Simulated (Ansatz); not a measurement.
# SiICl₂ radical: how energies converge with the basis set

One table from this session's results is given with a row withheld; the runs are named, their logs left out.

Method: one geometry, several basis sets; program: Ansatz 0.2.0, Gaussian basis.

The runs, in order: PBE0-D4/def2-SVP; ωB97M-V/def2-SVP; PBE0-D4/def2-QZVPP; ωB97M-V/def2-QZVPP; the functionals' def2-TZVPP values are taken from earlier runs.

1 further run of the same task is left out (for a known fault of the program). Runs told in other sessions of the task aren't counted.

## The geometry

The geometry comes from an earlier relaxation with PBE0-D4 in a triple-zeta def2 set; it is a stationary point. I takes the def2 core potential; no spin-orbit term is included.

SMILES `Cl[Si](Cl)I`, 4 atoms, charge 0, spin multiplicity 2.

Atoms are counted from 1 here; the program's logs count them from 0.

Bond lengths: Cl1–Si2 2.047 Å, Si2–Cl3 2.047 Å, Si2–I4 2.437 Å. Angles: Cl1–Si2–Cl3 108.4°, Cl1–Si2–I4 110.5°, Cl3–Si2–I4 110.5°.

As a file:

```
Cl   -0.6003   -0.3341    1.8514
Si   -0.1465   -0.5146   -0.1369
Cl    1.8908   -0.5569   -0.3352
I    -1.0885    1.3453   -1.3996
```

Set-up of the first run:

The input, in.yaml:

```yaml
crystal:
  periodic: [false, false, false]
  atoms:
    - {symbol: Cl, position_ang: [-0.600282, -0.334081, 1.851372]}
    - {symbol: Si, position_ang: [-0.146477, -0.514635, -0.136859]}
    - {symbol: Cl, position_ang: [1.890796, -0.556855, -0.335200]}
    - {symbol: I, position_ang: [-1.088537, 1.345269, -1.399614]}
basis:
  gaussian: {orbitals: def2-SVP}
magnetization: {spin_polarized: true, initial_magnetization: 1}
hamiltonian: {xc: pbe0, dispersion: d4}
output: {orbitals: {seedname: orbitals}}
```

The run is started by

```bash
$ ansatz run in.yaml --threads 4 --pin off --events-out ev --progress --plain --max-ram 10444MiB
```

Among the steps run: PBE0-D4 in def2-SVP; ωB97M-V in def2-SVP; PBE0-D4 in def2-QZVPP; ωB97M-V in def2-QZVPP.

One table of the session follows, with a row left open; its other results are not shown here.

It belongs to the step «Functionals by basis». 

| functional | basis | HOMO (eV) | LUMO (eV) |
| --- | --- | --- | --- |
| PBE0-D4 | def2-SVP | -6.80 | -3.57 |
| PBE0-D4 | def2-TZVPP | ? | ? |
| PBE0-D4 | def2-QZVPP | -6.86 | -3.59 |
| ωB97M-V | def2-SVP | -8.48 | -1.93 |
| ωB97M-V | def2-TZVPP | -8.54 | -1.97 |
| ωB97M-V | def2-QZVPP | -8.58 | -2.03 |

Estimate the missing values for PBE0-D4, def2-TZVPP.

The run gave: HOMO (eV): -6.84; LUMO (eV): -3.56. In the column «HOMO (eV)» it lies between PBE0-D4, def2-QZVPP (-6.86) and PBE0-D4, def2-SVP (-6.80).
